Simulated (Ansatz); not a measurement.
**GeCNClF (SMILES N#[C][Ge]([F])[Cl]) at UB2PLYP/cc-pVDZ**

Aim: the vertical doublet–quartet gap of GeCNClF at UB2PLYP/cc-pVDZ, from 2 runs. 

The calculation is run with Ansatz 0.2.0.

130 further runs of the same task are left out: 130 set aside as unsound or not needed.

## (1) The system as given

The species is GeCNClF (5 atoms), meant as a doublet with charge 0. SMILES: `N#[C][Ge]([F])[Cl]`. The coordinates come from a PBE0-D4/def2-TZVP relaxation.

Bond lengths: N1–C2 1.153 Å, C2–Ge3 1.929 Å, Ge3–F4 1.725 Å, Ge3–Cl5 2.128 Å. Angles: N1–C2–Ge3 173.2°, C2–Ge3–F4 104.9°, C2–Ge3–Cl5 108.6°, F4–Ge3–Cl5 108.1°.

## (2) The energy at UB2PLYP/cc-pVDZ

File job.yaml:

```yaml
basis:
  gaussian:
    orbitals: cc-pVDZ
crystal:
  periodic: [false, false, false]
  atoms:
    - {symbol: "N", position_ang: [1.169800, -1.332900, 1.557000]}
    - {symbol: C, position_ang: [0.647700, -0.755000, 0.707300]}
    - {symbol: Ge, position_ang: [-0.063200, 0.127200, -0.853400]}
    - {symbol: F, position_ang: [-1.722100, -0.343000, -0.913400]}
    - {symbol: Cl, position_ang: [0.017500, 2.230100, -0.539000]}
magnetization:
  spin_polarized: true
  initial_magnetization: 1
accuracy: high
output: {orbitals: {seedname: orbitals}}
correlation:
  frozen_orbitals: {C: 1, Cl: 5, F: 1, Ge: 9, "N": 1}
hamiltonian:
  xc: {name: B2PLYP}
```

Started as:

```
$ ansatz run job.yaml --threads 1 --pin off --max-ram 3480MiB --events-out events.jsonl --progress --plain --runs-dir runs
```

The log of the run:

```text
Warning: RAYON_NUM_THREADS=1 ignored (pool sized by the plan → 1); use --threads N
Functional definition: B2PLYP
  name "B2PLYP"
  parameter a = 0.53
  parameter c = 0.27
  exchange = (1 - a)*b88_x + a*exact_x
  correlation = (1 - c)*lyp_c + c*(mp2_os + mp2_ss)
1863 factors; integrals over basis functions are off by at most 4.4e-9 eV
mean field evaluation 1: about -74254.2847 eV, gradient 3.2e1 eV
mean field evaluation 2: about -74254.3904 eV, gradient 3.1e1 eV
mean field evaluation 4: about -74258.7750 eV, gradient 5.8e0 eV
mean field evaluation 8: about -74258.9546 eV, gradient 7.7e-1 eV
mean field evaluation 16: about -74258.9586 eV, gradient 4.2e-3 eV
mean field evaluation 32: about -74258.9586 eV, gradient 2.0e-6 eV
mean field -74258.95862601 eV, -2728.9663949761 hartree, gradient 7.5e-8 eV, S^2 0.754364; 0 other end points of the search recorded, 0 dependent functions left out
17 core orbitals not correlated: weight in the atoms' cores, before any rotation towards them, 1.000 or more for the frozen orbitals, at most 0.000 for the correlated occupied ones
reference -74258.95864820 eV, -2728.9663957915 hartree; 19, 18 occupied and 51, 52 virtual orbitals, 1863 factors
second order -23.21379541 eV of doubles, -0.00000000 eV of singles
Total energy: -74265.22637296 eV, -2729.1967304280 hartree
```

Run time: 11 s. Hardware: 1 thread of Intel Xeon 6975P-C (Granite Rapids), shared host; peak memory 0.51 GiB.

## (3) The quartet

File in.yaml:

```yaml
basis:
  gaussian: {orbitals: cc-pVDZ}
crystal:
  periodic: [false, false, false]
  atoms:
    - {symbol: N, position_ang: [1.169800, -1.332900, 1.557000]}
    - {symbol: C, position_ang: [0.647700, -0.755000, 0.707300]}
    - {symbol: Ge, position_ang: [-0.063200, 0.127200, -0.853400]}
    - {symbol: F, position_ang: [-1.722100, -0.343000, -0.913400]}
    - {symbol: Cl, position_ang: [0.017500, 2.230100, -0.539000]}
accuracy: high
hamiltonian: {xc: {name: B2PLYP}}
magnetization: {spin_polarized: true, initial_magnetization: 3}
output: {orbitals: {seedname: orbitals}}
correlation: {frozen_orbitals: {C: 1, Cl: 5, F: 1, Ge: 9, "N": 1}}
```

Started as:

```
$ ansatz run in.yaml --threads 1 --pin off --max-ram 3480MiB --events-out events.jsonl --progress --plain --runs-dir runs
```

The log of the run, cut to the lines that bear on the results:

```text
Warning: RAYON_NUM_THREADS=1 ignored (pool sized by the plan → 1); use --threads N
[... 2 set-up lines as earlier in the session ...]
[...]
1863 factors; integrals over basis functions are off by at most 4.4e-9 eV
[...]
mean field -74253.29659235 eV, -2728.7583190768 hartree, gradient 1.6e-8 eV, S^2 3.761789; 6 other end points of the search recorded, 0 dependent functions left out
17 core orbitals not correlated: weight in the atoms' cores, before any rotation towards them, 1.000 or more for the frozen orbitals, at most 0.000 for the correlated occupied ones
reference -74253.29661486 eV, -2728.7583199039 hartree; 20, 17 occupied and 50, 53 virtual orbitals, 1863 factors
second order -20.69128490 eV of doubles, -0.00000000 eV of singles
Total energy: -74258.88326178 eV, -2728.9636253915 hartree
```

Run time: 30 s. Hardware: 1 thread of Intel Xeon 6975P-C (Granite Rapids), shared host; peak memory 0.75 GiB.

## (4) Outcome

Level: UB2PLYP/cc-pVDZ, 17 core orbitals frozen.

```
                                                         quantity           value
                                            doublet: total energy  -2729.19673 Eh
doublet: HOMO energy (SCF part's orbitals) (highest over α and β)        -9.27 eV
 doublet: LUMO energy (SCF part's orbitals) (lowest over α and β)        -3.54 eV
                                                    doublet: ⟨S²⟩           0.754
                                            quartet: total energy  -2728.96363 Eh
quartet: HOMO energy (SCF part's orbitals) (highest over α and β)        -5.82 eV
 quartet: LUMO energy (SCF part's orbitals) (lowest over α and β)        -4.78 eV
                                                    quartet: ⟨S²⟩           3.762
                 vertical energy of the quartet above the doublet        6.343 eV
```

At this shape the quartet lies 6.34 eV (146 kcal/mol) above the doublet.
